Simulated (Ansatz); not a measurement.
# CHF2NOSn: taking an electron away

One table from this session's results is given with a row withheld; the runs are named, their logs left out.

Method: unrestricted cation, the program's frozen cores in correlated methods; program: Ansatz 0.2.0, Gaussian basis.

The runs, in order: UKS PBE-D4/def2-TZVPP; UKS r2SCAN-D4/def2-TZVPP; UKS PBE0-D4/def2-TZVPP; UKS B3LYP-D4/def2-TZVPP; UKS wB97X-V/def2-TZVPP; UKS wB97M-V/def2-TZVPP; UKS B2PLYP/def2-TZVPP; UHF-CCSD(T)/def2-TZVPP; UHF-MP2/def2-QZVPP; extrapolation to the limit; then −ε(HOMO) from the neutral's earlier runs with LDA (SPW92), PBE-D4, revPBE-D4, BLYP-D4, r2SCAN-D4, B97M-V, PBE0-D4, B3LYP-D4, r2SCANh-D4, r2SCAN0-D4, HSE06-D4, BHLYP-D4, CAM-B3LYP-D4, LC-ωPBE, ωB97X-V, ωB97M-V.

## The relaxed structure

All runs share one geometry, relaxed beforehand with PBE0-D4 in a triple-zeta def2 set. Sn takes the def2 core potential; no spin-orbit term is included.

SMILES `O=C=[N][SnH]([F])[F]`, 7 atoms, charge 0, spin multiplicity 1.

Atoms are counted from 1 here; the program's logs count them from 0.

Bond lengths: O1–C2 1.160 Å, C2–N3 1.208 Å, N3–Sn4 1.982 Å, Sn4–F5 1.898 Å, Sn4–F6 1.898 Å, Sn4–H7 1.680 Å. Angles: O1–C2–N3 175.8°, C2–N3–Sn4 135.8°, N3–Sn4–F5 106.8°, N3–Sn4–F6 106.8°, N3–Sn4–H7 114.4°, F5–Sn4–F6 104.0°, F5–Sn4–H7 112.1°, F6–Sn4–H7 112.1°.

The first run:

File in.yaml:

```yaml
crystal:
  periodic: [false, false, false]
  atoms:
    - {symbol: O, position_ang: [-0.653741, -2.938360, -0.077944]}
    - {symbol: C, position_ang: [-0.075707, -1.932297, -0.071134]}
    - {symbol: N, position_ang: [0.601214, -0.932093, -0.069530]}
    - {symbol: Sn, position_ang: [0.256665, 1.017295, 0.017950]}
    - {symbol: F, position_ang: [-0.927024, 1.428750, -1.407450]}
    - {symbol: F, position_ang: [-0.781617, 1.320498, 1.577517]}
    - {symbol: H, position_ang: [1.641409, 1.968205, -0.015109]}
basis:
  gaussian: {orbitals: def2-TZVPP}
total_charge: 1
magnetization: {spin_polarized: true, initial_magnetization: 1}
hamiltonian: {xc: pbe, dispersion: d4}
```

The run is started by

```bash
> ansatz run in.yaml --threads 2 --pin off --events-out ev --progress --plain --max-ram 31744MiB --backend cpu
```

Among the steps run: Cation, UKS PBE-D4/def2-TZVPP; Cation, UKS r2SCAN-D4/def2-TZVPP; Cation, UKS PBE0-D4/def2-TZVPP; Cation, UKS B3LYP-D4/def2-TZVPP; Cation, UKS wB97X-V/def2-TZVPP; Cation, UKS wB97M-V/def2-TZVPP; Cation, UKS B2PLYP (frozen core)/def2-TZVPP; Cation, UHF-CCSD(T)/def2-TZVPP; Cation, UHF-MP2/def2-QZVPP.

One table of the session follows, with a row left open; its other results are not shown here.

It belongs to the step «Ionisation energies side by side». Orbital estimates, from the neutral's runs:

```
  functional  −ε(HOMO) (eV)
 LDA (SPW92)           8.04
      PBE-D4              ?
   revPBE-D4           7.70
     BLYP-D4           7.66
   r2SCAN-D4           8.12
      B97M-V           8.13
     PBE0-D4           9.25
    B3LYP-D4           8.99
  r2SCANh-D4           8.67
  r2SCAN0-D4           9.49
    HSE06-D4           8.84
    BHLYP-D4          10.61
CAM-B3LYP-D4          10.64
     LC-ωPBE          11.98
     ωB97X-V          11.61
     ωB97M-V          11.51
```

**Question.** Estimate the row for PBE-D4.

As computed: −ε(HOMO) (eV): 7.79. In the column «−ε(HOMO) (eV)» it lies between revPBE-D4 (7.70) and LDA (SPW92) (8.04).
